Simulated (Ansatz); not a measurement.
**Zirconium, diamond under LDA: from relaxation to bulk modulus**

Aim: take zirconium in the diamond structure, relax it, solve it on a dense k-mesh, switch on spin-orbit coupling, then scale the cell to 7 volumes from 88 to 112 % of the relaxed one and try a fit of the equation of state. The k-meshes are 9×9×9 for the relaxation; 15×15×15 for the dense run; 9×9×9 for spin-orbit coupling; 10×10×10 for the volumes.

This is Zr in the diamond structure; at room conditions it is hcp.

Method: DFT LDA (PW92), plane waves (420 eV) with PAW, scalar-relativistic; the PAW data stem from PBE, with regenerated cores, in Ansatz 0.2.0.

### 1 The structure to begin with

The structure is cubic, space group Fd-3m (No. 227). The conventional cell has a = 6.312 Å, b = 6.312 Å, c = 6.312 Å, α = 90.00°, β = 90.00°, γ = 90.00°. Zr (site symmetry -43m) is surrounded by 4 Zr at 2.73 Å.

Structure file:

```xyz
2
Lattice="0.0000 3.1558 3.1558 3.1558 0.0000 3.1558 3.1558 3.1558 0.0000" Properties=species:S:1:pos:R:3 pbc="T T T"
Zr    0.7890    0.7890    0.7890
Zr    5.5227    5.5227    5.5227
```

### 2 Relaxation of the cell

Input file input.yaml:

```yaml
crystal:
  lattice:
    - [0.0, 3.1558057739, 3.1558057739]
    - [3.1558057739, 0.0, 3.1558057739]
    - [3.1558057739, 3.1558057739, 0.0]
  atoms:
    - { symbol: Zr, position: [0.125, 0.125, 0.125] }
    - { symbol: Zr, position: [0.875, 0.875, 0.875] }
hamiltonian:
  xc: lda
  pseudopotentials:
    kind: paw
    azcp:
      Zr: "pseudopotentials/Zr.paw.azcp"
basis:
  ecutwfc: 420
  fft_grid_basis: typed
kpoints:
  mp_grid: { grid: [9, 9, 9], shift: [0, 0, 0] }
magnetization:
  spin_polarized: false
scf:
  occupations: { method: fermi_dirac, width: 0.1 }
relax:
  max_steps: 60
  f_tol: 0.01
  cell: {}
output:
  write_density: true
  write_potential: true
  elf: true
  volumetric_format: npy
```

After this run come: Dense single point; With spin-orbit coupling; Equation of state: 88 %; Equation of state: 92 %; Equation of state: 96 %; Equation of state: 100 %; Equation of state: 104 %; Equation of state: 108 %; Equation of state: 112 %.

Q: Predict the outcome of this session. Wanted: space group; conventional cell; volume; shortest distance; gap on the mesh; relative to hcp; V₀, B₀, B₀′.

As calculated:

| quantity | value |
| --- | --- |
| space group (spins left aside) | Fd-3m (No. 227) |
| conventional cell | a = 6.054 Å |
| volume | 27.737 Å³/atom |
| shortest distance | 2.622 Å |
| gap on the mesh | none (levels filled in part) |
| relative to hcp | +2375 meV/atom |
| V₀, B₀, B₀′ | 27.627 Å³/atom, 42 GPa, 3.6 |

In words: From the guessed start the volume shrank by 11.7 % in 5 steps. Against the reference form of zirconium (hcp, computed apart with the same settings) it stands 2375 meV/atom higher, so it is far from stable. Levels at the Fermi energy are filled in part, as in a metal. Totals with and without spin-orbit coupling (-0.82 eV/atom apart) can't be read as binding, since the two-component data shift the zero of energy. B₀ comes out at 42 GPa. The symmetry was held, so the structure may be unstable against distortions that break it.
